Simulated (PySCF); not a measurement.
# Tl(OH): other functionals and bases at one geometry

How far do other levels of theory move the description of Tl(OH), and what does each cost? The structure is generated, not taken from experiment.

The runs use PySCF 2.14.0; several levels, as the steps say, no spin–orbit coupling.

1 further run of the same task is left out (for a known fault of the program). Runs told in other sessions of the task aren't counted.

**1. Where the work starts**

3 atoms, charge 0, spin multiplicity 1.

Bond lengths: Tl1–O2 2.135 Å, O2–H3 0.964 Å. Angles: Tl1–O2–H3 122.0°.

As a file:

```
Tl    0.0976    0.0000    0.0191
O    -0.2393    0.0000    2.1269
H     0.4869    0.0000    2.7609
```

Formal oxidation states: Tl +1. An earlier session relaxed this geometry at PBE0, Tl def2-SVP with ECP60, O def2-SVP, H def2-SVP (singlet, point group Cs).

At PBE0 on the finer grid: E = -248.214654 Eh, HOMO -6.53 eV, LUMO -1.25 eV, Mulliken charge on Tl1 +0.40 e, largest force component 0.009 eV/Å. 

Levels to run: PBE; TPSS; CAM-B3LYP; BP86; PBE0, TZVP; PBE0, x2c-SVP. Hardware: 2 threads of Arm Neoverse V1, shared host.

**2. PBE**

Input file run.py (the lines that set the calculation):

```python
mol = gto.M(atom='''
Tl     0.09762     0.00000     0.01905
O     -0.23929     0.00000     2.12686
H      0.48690     0.00000     2.76092''',
    basis={'Tl': 'def2-SVP', 'O': 'def2-SVP', 'H': 'def2-SVP'},
    ecp={'Tl': 'def2-SVP'},
    charge=0, spin=0)
mf = dft.RKS(mol, xc='PBE')
mf.grids.atom_grid = (75, 302)
mf = mf.density_fit()  # fitting sets: Tl def2-universal-JKFIT, O def2-universal-JKFIT, H def2-universal-JKFIT
mf.conv_tol = 1e-08; mf.max_cycle = 55
mf.kernel(dm0)  # dm0: the density of the relaxed state
```

Run with:

```sh
> OMP_NUM_THREADS=2 python run.py
```

**3. TPSS**

Changes to run.py (the lines that set the calculation) since step 2:

```diff
@@ -7,3 +7,3 @@
     charge=0, spin=0)
-mf = dft.RKS(mol, xc='PBE')
+mf = dft.RKS(mol, xc='TPSS')
 mf.grids.atom_grid = (75, 302)
```

**4. CAM-B3LYP**

Changes to run.py (the lines that set the calculation) since step 3:

```diff
@@ -7,3 +7,3 @@
     charge=0, spin=0)
-mf = dft.RKS(mol, xc='TPSS')
+mf = dft.RKS(mol, xc='CAMB3LYP')
 mf.grids.atom_grid = (75, 302)
```

**5. BP86**

Changes to run.py (the lines that set the calculation) since step 4:

```diff
@@ -7,3 +7,3 @@
     charge=0, spin=0)
-mf = dft.RKS(mol, xc='CAMB3LYP')
+mf = dft.RKS(mol, xc='B88,P86')
 mf.grids.atom_grid = (75, 302)
```

**6. PBE0, TZVP**

Basis: Tl def2-TZVP with ECP60, O def2-TZVP, H def2-TZVP. 

Input file run.py (the lines that set the calculation):

```python
mol = gto.M(atom='''
Tl     0.09762     0.00000     0.01905
O     -0.23929     0.00000     2.12686
H      0.48690     0.00000     2.76092''',
    basis={'Tl': 'def2-TZVP', 'O': 'def2-TZVP', 'H': 'def2-TZVP'},
    ecp={'Tl': 'def2-TZVP'},
    charge=0, spin=0)
mf = dft.RKS(mol, xc='PBE0')
mf.grids.atom_grid = (75, 302)
mf = mf.density_fit()  # fitting sets: Tl def2-universal-JKFIT, O def2-universal-JKFIT, H def2-universal-JKFIT
mf.conv_tol = 1e-08; mf.max_cycle = 55
mf.kernel(dm0)  # dm0: free metal ions and neutral atoms
```

**7. PBE0, x2c-SVP**

Basis: Tl x2c-SVPall, O x2c-SVPall, H x2c-SVPall. All electrons are treated, with the spin-free X2C Hamiltonian.

Input file run.py (the lines that set the calculation):

```python
mol = gto.M(atom='''
Tl     0.09762     0.00000     0.01905
O     -0.23929     0.00000     2.12686
H      0.48690     0.00000     2.76092''',
    basis={'Tl': 'x2c-SVPall', 'O': 'x2c-SVPall', 'H': 'x2c-SVPall'},
    nucmod='G',
    charge=0, spin=0)
mf = dft.RKS(mol, xc='PBE0')
mf.grids.atom_grid = (99, 590)
mf = mf.density_fit()  # fitting sets: Tl AutoAux, O AutoAux, H AutoAux
mf = mf.sfx2c1e()
mf.conv_tol = 1e-08; mf.max_cycle = 55
mf.kernel(dm0)  # dm0: free metal ions and neutral atoms
```

Before running it: what results should come out? Wanted: for each run, HOMO; gap; charge on Tl1; dipole; largest force component.

**Answer**, as computed:

| level | state | HOMO (eV) | gap (eV) | charge on Tl1 (e) | dipole (D) | largest force component (eV/Å) | basis functions | time |
| --- | --- | --- | --- | --- | --- | --- | --- | --- |
| PBE0 (relaxed here) | singlet | -6.53 | 5.28 | 0.40 | 2.36 | 0.01 | 45 | 1.3 s |
| PBE | singlet | -5.29 | 3.39 | 0.32 | 2.03 | 0.51 | 45 | 0.9 s |
| TPSS | singlet | -5.31 | 3.56 | 0.35 | 2.10 | 0.48 | 45 | 1.1 s |
| CAM-B3LYP | singlet | -7.84 | 7.35 | 0.39 | 2.36 | 0.22 | 45 | 0.9 s |
| BP86 | singlet | -5.42 | 3.43 | 0.32 | 2.03 | 0.55 | 45 | 0.9 s |
| PBE0, TZVP | singlet | -6.75 | 5.39 | 0.48 | 2.76 | 0.17 | 87 | 2.9 s |
| PBE0, x2c-SVP | singlet | -6.53 | 5.30 | 0.42 | 2.37 | 0.23 | 81 | 8 s |

Times are on 2 threads of Arm Neoverse V1, shared host; the first row also made further properties.

In one basis the HOMO–LUMO gap runs from 3.39 eV (PBE) to 7.35 eV (CAM-B3LYP). The largest leftover force, 0.55 eV/Å with BP86, stands at a geometry relaxed at another level. The Mulliken charge on Tl spans +0.32 to +0.48 e over the levels. Total energies of different levels can't be compared. Spin–orbit coupling is left out throughout.
